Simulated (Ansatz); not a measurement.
# SnH2S2F2 (SMILES [F][Sn]([F])([SH])[SH]): levels of theory compared

We compute a comparison of 6 runs (HF/def2-SVP, B3LYP/def2-SVP, CAM-B3LYP/def2-SVP, r2SCAN/def2-SVP, wB97M-V/def2-SVP, CCSD(T)/def2-SVP) of SnH2S2F2. 

The results are computed with Ansatz 0.2.0.

45 further runs of the same task are left out: 45 set aside as unsound or not needed. Runs told in other sessions of the task aren't counted.

## (1) The molecule

The species is SnH2S2F2 (7 atoms), meant as a singlet with charge 0. As SMILES, `[F][Sn]([F])([SH])[SH]`. One bond was lengthened or shortened from a relaxed shape.

Bond lengths: F1–Sn2 2.187 Å, Sn2–F3 1.906 Å, Sn2–S4 2.359 Å, Sn2–S5 2.362 Å, S4–H6 1.346 Å, S5–H7 1.346 Å. Angles: F1–Sn2–F3 102.6°, F1–Sn2–S4 105.1°, F1–Sn2–S5 112.8°, F3–Sn2–S4 113.0°, F3–Sn2–S5 105.0°, S4–Sn2–S5 117.6°, Sn2–S4–H6 91.6°, Sn2–S5–H7 90.4°.

## (2) A single-point energy at HF/def2-SVP (core potential) (run 1)

Contents of job.yaml:

```yaml
crystal:
  periodic: [false, false, false]
  atoms:
    - {symbol: F, position_ang: [0.271291, -2.539750, 0.611662]}
    - {symbol: Sn, position_ang: [0.078900, -0.394700, 0.232400]}
    - {symbol: F, position_ang: [1.629500, 0.318000, 1.082100]}
    - {symbol: S, position_ang: [-1.928000, 0.238900, 1.297200]}
    - {symbol: S, position_ang: [0.326700, 0.156800, -2.051400]}
    - {symbol: H, position_ang: [-1.920300, 1.436500, 0.683700]}
    - {symbol: H, position_ang: [1.628300, 0.436500, -1.851900]}
basis:
  gaussian: {orbitals: def2-SVP}
hamiltonian: {xc: hf}
accuracy: high
output: {orbitals: {seedname: orbitals}}
```

Started as:

```sh
$ ansatz run job.yaml --threads 1 --pin off --max-ram 2610MiB --events-out events.jsonl --progress --plain --runs-dir runs
```

What it wrote:

```text
Warning: RAYON_NUM_THREADS=1 ignored (pool sized by the plan → 1); use --threads N
Functional definition: HF
  name "HF"
  exchange = exact_x
  correlation = 0
2141 factors; integrals over basis functions are off by at most 7.2e-9 eV
mean field evaluation 1: about -32869.9956 eV, gradient 4.4e1 eV
mean field evaluation 2: about -32870.1384 eV, gradient 4.5e1 eV
mean field evaluation 4: about -32874.4358 eV, gradient 2.8e0 eV
mean field evaluation 8: about -32874.5029 eV, gradient 3.9e-1 eV
mean field evaluation 16: about -32874.5037 eV, gradient 2.9e-8 eV
mean field -32874.50373409 eV, -1208.1157290889 hartree, gradient 1.0e-8 eV, S^2 0.000000; 0 other end points of the search recorded, 0 dependent functions left out
reference -32874.50373409 eV, -1208.1157290889 hartree; 37, 37 occupied and 63, 63 virtual orbitals, 2141 factors
Total energy: -32874.50373409 eV, -1208.1157290889 hartree
```

Run time: 4.2 s. Hardware: 1 thread of Arm Neoverse V2, shared host; peak memory 0.34 GiB.

## (3) A single-point energy at B3LYP/def2-SVP (core potential) (run 2)

Contents of input.yaml:

```yaml
crystal:
  periodic: [false, false, false]
  atoms:
    - {symbol: F, position_ang: [0.271291, -2.539750, 0.611662]}
    - {symbol: Sn, position_ang: [0.078900, -0.394700, 0.232400]}
    - {symbol: F, position_ang: [1.629500, 0.318000, 1.082100]}
    - {symbol: S, position_ang: [-1.928000, 0.238900, 1.297200]}
    - {symbol: S, position_ang: [0.326700, 0.156800, -2.051400]}
    - {symbol: H, position_ang: [-1.920300, 1.436500, 0.683700]}
    - {symbol: H, position_ang: [1.628300, 0.436500, -1.851900]}
basis:
  gaussian:
    orbitals: def2-SVP
hamiltonian:
  xc: {name: B3LYP}
output:
  orbitals: {seedname: orbitals}
accuracy: high
```

Started as:

```sh
$ ansatz run input.yaml --threads 1 --pin off --max-ram 2610MiB --events-out events.jsonl --progress --plain --runs-dir runs
```

What it wrote:

```text
Warning: RAYON_NUM_THREADS=1 ignored (pool sized by the plan → 1); use --threads N
Functional definition: B3LYP
  name "B3LYP"
  parameter a0 = 0.2
  parameter ax = 0.72
  parameter ac = 0.81
  exchange = (1 - a0 - ax)*slater_x + ax*b88_x + a0*exact_x
  correlation = (1 - ac)*vwn_rpa_c + ac*lyp_c
2141 factors; integrals over basis functions are off by at most 7.2e-9 eV
mean field evaluation 1: about -32956.8455 eV, gradient 5.5e1 eV
mean field evaluation 2: about -32922.0402 eV, gradient 1.5e2 eV
mean field evaluation 4: about -32962.0978 eV, gradient 1.1e1 eV
mean field evaluation 8: about -32962.4172 eV, gradient 9.4e-1 eV
mean field evaluation 16: about -32962.4194 eV, gradient 4.6e-4 eV
mean field -32962.41938437 eV, -1211.3465696453 hartree, gradient 6.8e-8 eV, S^2 0.000000; 0 other end points of the search recorded, 0 dependent functions left out
reference -32962.41942657 eV, -1211.3465711961 hartree; 37, 37 occupied and 63, 63 virtual orbitals, 2141 factors
Total energy: -32962.41942657 eV, -1211.3465711961 hartree
```

Wall time 11 s (1 thread of Arm Neoverse V2, shared host); peak memory 0.4 GiB.

Runs 3 to 4 aren't shown in full; the table further down has their settings and results.

## (4) A single-point energy at wB97M-V/def2-SVP (core potential) (run 5)

job.yaml: that of step 2 with these lines changed.

```diff
@@ -11,5 +11,8 @@
 basis:
-  gaussian: {orbitals: def2-SVP}
-hamiltonian: {xc: hf}
+  gaussian:
+    orbitals: def2-SVP
 accuracy: high
-output: {orbitals: {seedname: orbitals}}
+output:
+  orbitals: {seedname: orbitals}
+hamiltonian:
+  xc: {name: wB97M-V}
```

Started as:

```sh
$ ansatz run job.yaml --threads 1 --pin off --max-ram 2610MiB --events-out events.jsonl --progress --plain --runs-dir runs
```

What it wrote (excerpt; [...] marks lines left out):

```text
Warning: RAYON_NUM_THREADS=1 ignored (pool sized by the plan → 1); use --threads N
Functional definition: wB97M-V
  name "wB97M-V"
[...]
  gx(w, u) = 1 - cx + cx01*u + cx10*w
  gss(w, u) = css00 + css04*u^4 + css10*w + css20*w^2 + css43*w^4*u^3
  gos(w, u) = cos00 + cos10*w + (cos20 + cos21*u)*w^2 + (cos60 + cos61*u)*w^6
[...]
      + integral(e_c_pw_mod_opposite_spin*gos(b97_w_opposite, b97_u_opposite)) + vv10(b, c)
2141 factors; integrals over basis functions are off by at most 7.2e-9 eV
403 factors; integrals over basis functions are off by at most 2.0e-9 eV
[...]
mean field -32955.78436002 eV, -1211.1027369979 hartree, gradient 7.5e-8 eV, S^2 0.000000; 0 other end points of the search recorded, 0 dependent functions left out
reference -32955.78436507 eV, -1211.1027371833 hartree; 37, 37 occupied and 63, 63 virtual orbitals, 2141 factors
Total energy: -32955.78436507 eV, -1211.1027371833 hartree
```

Wall time 1.8 min (1 thread of Arm Neoverse V2, shared host); peak memory 0.76 GiB.

## (5) The energy at CCSD(T)/def2-SVP (core potential) (run 6)

input.yaml: that of step 3 with these lines changed.

```diff
@@ -1 +1,4 @@
+basis:
+  gaussian:
+    orbitals: def2-SVP
 crystal:
@@ -10,9 +13,7 @@
     - {symbol: H, position_ang: [1.628300, 0.436500, -1.851900]}
-basis:
-  gaussian:
-    orbitals: def2-SVP
-hamiltonian:
-  xc: {name: B3LYP}
-output:
-  orbitals: {seedname: orbitals}
+correlation:
+  method: ccsd_t
+  frozen_orbitals: {F: 1, H: 0, S: 5, Sn: 4}
 accuracy: high
+scf:
+  omitted_lower_state_checks: [cluster_reference, increment]
```

Started as:

```sh
$ ansatz run input.yaml --threads 1 --pin off --max-ram 2610MiB --events-out events.jsonl --progress --plain --runs-dir runs
```

What it wrote:

```text
Warning: RAYON_NUM_THREADS=1 ignored (pool sized by the plan → 1); use --threads N
[... 12 lines left out ...]
16 core orbitals not correlated: weight in the atoms' cores, before any rotation towards them, 1.000 or more for the frozen orbitals, at most 0.000 for the correlated occupied ones
[... 26 lines left out ...]
Total energy: -32896.31159482 eV, -1208.9171531889 hartree
Checks for a lower state left out: cluster_reference, increment
```

Wall time 56 s (1 thread of Arm Neoverse V2, shared host); peak memory 0.67 GiB.

## (6) All runs side by side

| run | level | frozen core orbitals | energy (Eh) | HOMO energy (eV) | LUMO energy (eV) | HOMO–LUMO gap (eV) | wall time |
| --- | --- | --- | --- | --- | --- | --- | --- |
| 1 | HF/def2-SVP (core potential) | – | -1208.115729 | -11.64 | 0.79 | 12.44 | 4.2 s |
| 2 | B3LYP/def2-SVP (core potential) | – | -1211.346571 | -8.22 | -3.13 | 5.09 | 11 s |
| 3 | CAM-B3LYP/def2-SVP (core potential) | – | -1211.193987 | -9.83 | -1.83 | 8.00 | 13 s |
| 4 | r2SCAN/def2-SVP (core potential) | – | -1211.193986 | -7.58 | -3.66 | 3.92 | 21 s |
| 5 | wB97M-V/def2-SVP (core potential) | – | -1211.102737 | -10.73 | -0.82 | 9.91 | 1.8 min |
| 6 | CCSD(T)/def2-SVP (core potential) | 16 | -1208.917153 | – | – | – | 56 s |

## (7) What came out

| quantity | value |
| --- | --- |
| run 6: total energy | -1208.91715 Eh |
| run 6: correlation energy (16 core orbitals frozen) | -801.4 mEh |
| run 6: (T) correction | -19.00 mEh |
| run 6: T1 diagnostic | 0.014 |

**Reading.** Over runs 1, 2, 3, 4, 5 the HOMO–LUMO gap runs from 3.92 eV (r2SCAN/def2-SVP) to 12.44 eV (HF/def2-SVP). Exact exchange widens orbital gaps. Totals of different functionals can't be ranked against each other. All runs together took 3.6 min, the longest 1.8 min.
